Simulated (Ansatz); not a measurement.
# ClH₄O₃Si₂ radical: one species, many methods

An exercise on one series of results from a longer session: the logs are not shown, and one member is left open.

Program: Ansatz 0.2.0, Gaussian basis. Level of theory: functionals in def2-TZVPP, the program's frozen cores in correlated methods. These are calculated values, not measurements.

The runs, in order: PBE-D4, r2SCAN-D4, PBE0-D4, B3LYP-D4, ωB97X-V, ωB97M-V, B2PLYP; CCSD(T)/def2-TZVPP; MP2/def2-QZVPP; extrapolation to the limit.

## The relaxed structure

The geometry comes from an earlier relaxation with PBE0-D4 in a triple-zeta def2 set; it is a stationary point, not always the lowest conformer.

SMILES `O[SiH]O[SiH](O)Cl`, 10 atoms, charge 0, spin multiplicity 2.

Atoms are counted from 1 here; the program's logs count them from 0.

Bond lengths: O1–Si2 1.640 Å, O1–H7 0.963 Å, Si2–O3 1.657 Å, Si2–H8 1.493 Å, O3–Si4 1.612 Å, Si4–O5 1.642 Å, Si4–Cl6 2.046 Å, Si4–H9 1.471 Å, O5–H10 0.959 Å. Angles: Si2–O1–H7 115.4°, O1–Si2–O3 109.8°, O1–Si2–H8 106.8°, O3–Si2–H8 108.2°, Si2–O3–Si4 138.2°, O3–Si4–O5 106.3°, O3–Si4–Cl6 111.2°, O3–Si4–H9 110.5°, O5–Si4–Cl6 109.1°, O5–Si4–H9 112.5°, Cl6–Si4–H9 107.3°, Si4–O5–H10 118.1°.

Set-up of the first run:

File in.yaml:

```yaml
crystal:
  periodic: [false, false, false]
  atoms:
    - {symbol: O, position_ang: [0.430833, 1.198008, 1.780112]}
    - {symbol: Si, position_ang: [-0.437983, -0.186003, 1.923149]}
    - {symbol: O, position_ang: [-0.534876, -0.942492, 0.452168]}
    - {symbol: Si, position_ang: [-0.270812, -0.592700, -1.098978]}
    - {symbol: O, position_ang: [-0.159209, 1.042870, -1.190101]}
    - {symbol: Cl, position_ang: [1.481247, -1.420993, -1.756425]}
    - {symbol: H, position_ang: [0.306965, 1.679577, 0.954956]}
    - {symbol: H, position_ang: [0.315496, -1.074158, 2.856647]}
    - {symbol: H, position_ang: [-1.351691, -1.130907, -1.938867]}
    - {symbol: H, position_ang: [0.220031, 1.426808, -1.982660]}
basis:
  gaussian: {orbitals: def2-TZVPP}
magnetization: {spin_polarized: true, initial_magnetization: 1}
hamiltonian: {xc: pbe, dispersion: d4}
output: {forces: true, orbitals: {seedname: orbitals}}
```

On the command line:

```sh
$ ansatz run in.yaml --threads 2 --pin off --events-out ev --progress --plain --max-ram 22528MiB --backend cuda --devices 0, --max-vram 18GiB
```

Among the steps run: PBE-D4 (GGA); r2SCAN-D4 (meta-GGA); PBE0-D4 (hybrid); B3LYP-D4 (hybrid); ωB97X-V (range-separated); ωB97M-V (range-separated); B2PLYP (double hybrid); CCSD(T) in def2-TZVPP; MP2 in def2-QZVPP.

One of the session's tables, all rows but one given; the rest of the session is left out.

```
            method  atomisation energy (kcal/mol)
            PBE-D4                          915.1
         r2SCAN-D4                          912.2
           PBE0-D4                          895.2
          B3LYP-D4                          900.1
           ωB97X-V                          909.6
           ωB97M-V                          909.3
            B2PLYP                          894.0
     HF/def2-TZVPP                          649.2
    MP2/def2-TZVPP                          910.9
   CCSD/def2-TZVPP                          865.2
CCSD(T)/def2-TZVPP                          880.2
           MP2/CBS                              ?
       CCSD(T)/CBS                          911.9
```

Q: Estimate the row for MP2/CBS from the others.

The run gave: atomisation energy (kcal/mol): 942.6. In the column «atomisation energy (kcal/mol)» it is the highest.
